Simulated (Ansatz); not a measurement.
# ZrSiRu: the cost of one run

Method: DFT PBEsol, scalar-relativistic, plane waves, PAW, in Ansatz 0.2.0.

2 further runs of the same task are left out: 2 set aside as unsound or not needed.

### 1 The starting structure

It takes space group P-62m (No. 189, hexagonal). The conventional cell has a = 6.635 Å, b = 6.635 Å, c = 3.679 Å, α = 90.00°, β = 90.00°, γ = 120.00°. Zr (site symmetry m2m) is surrounded by 5 Si at 2.72 to 2.75 Å and 6 Ru at 2.92 to 3.02 Å. Si (site symmetry -62m) is surrounded by 6 Ru at 2.45 Å and 3 Zr at 2.75 Å. Si (site symmetry -6) has 3 Ru at 2.56 Å and 6 Zr at 2.72 Å as nearest neighbours. Ru (site symmetry m2m) is surrounded by 4 Si at 2.45 to 2.56 Å and 2 Ru at 2.81 Å.

As a file:

```
Zr Si Ru
1.0
     6.63478    0.00000    0.00000
    -3.31739    5.74589    0.00000
     0.00000    0.00000    3.67945
Zr Si Ru
3 3 3
Cartesian
  3.8844 0.0000 1.8397
  1.3752 2.3819 1.8397
  -1.9422 3.3640 1.8397
  0.0000 0.0000 1.8397
  0.0000 3.8306 0.0000
  3.3174 1.9153 0.0000
  1.6212 0.0000 0.0000
  2.5068 4.3419 0.0000
  -0.8106 1.4040 0.0000
```

It is the result of an earlier relaxation at this level (volume 15.59 Å³/atom; gap on the mesh: none (metal)).

### 2 Bands, states and charges

Input file input.yaml:

```yaml
crystal:
  lattice:
    - [6.6347837282, 0.0, 0.0]
    - [-3.3173918641, 5.7458912572, 0.0]
    - [0.0, 0.0, 3.6794498364]
  atoms:
    - { symbol: Zr, position: [0.5854633809, 0.0, 0.5] }
    - { symbol: Zr, position: [0.4145366191, 0.4145366191, 0.5] }
    - { symbol: Zr, position: [0.0, 0.5854633809, 0.5] }
    - { symbol: Si, position: [0.0, 0.0, 0.5] }
    - { symbol: Si, position: [0.3333333333, 0.6666666667, 0.0] }
    - { symbol: Si, position: [0.6666666667, 0.3333333333, 0.0] }
    - { symbol: Ru, position: [0.2443416635, 0.0, 0.0] }
    - { symbol: Ru, position: [0.7556583365, 0.7556583365, 0.0] }
    - { symbol: Ru, position: [0.0, 0.2443416635, 0.0] }
basis:
  ecutwfc: 420
kpoints:
  mp_grid: { grid: [6, 6, 10] }
  band_path:
    path:
      - [[0.0, 0.0, 0.0], [0.5, 0.0, 0.0], [0.33333333, 0.33333333, 0.0], [0.0, 0.0, 0.0], [0.0, 0.0, 0.5], [0.5, 0.0, 0.5], [0.33333333, 0.33333333, 0.5], [0.0, 0.0, 0.5]]
      - [[0.5, 0.0, 0.5], [0.5, 0.0, 0.0]]
      - [[0.33333333, 0.33333333, 0.5], [0.33333333, 0.33333333, 0.0]]
    npoints: 14
hamiltonian:
  xc: pbesol
scf:
  occupations: { method: gaussian, width: 0.1 }
  n_extra_bands: 22
output:
  forces: true
  stress: true
  eigenvalues: true
  populations: true
  dos: { projected: true, de: 0.02, nscf_kmesh: { grid: [9, 9, 15] } }
  bader: true
```

Started as:

```sh
$ ansatz run input.yaml --threads 2 --pin off --max-ram 5120MiB --backend cpu --events-out ev --progress --plain --runs-dir out
```

Q: Estimate wall time and peak memory on 2 threads of AMD EPYC, shared host.

About 5.4 min, with a peak of 1 GiB.
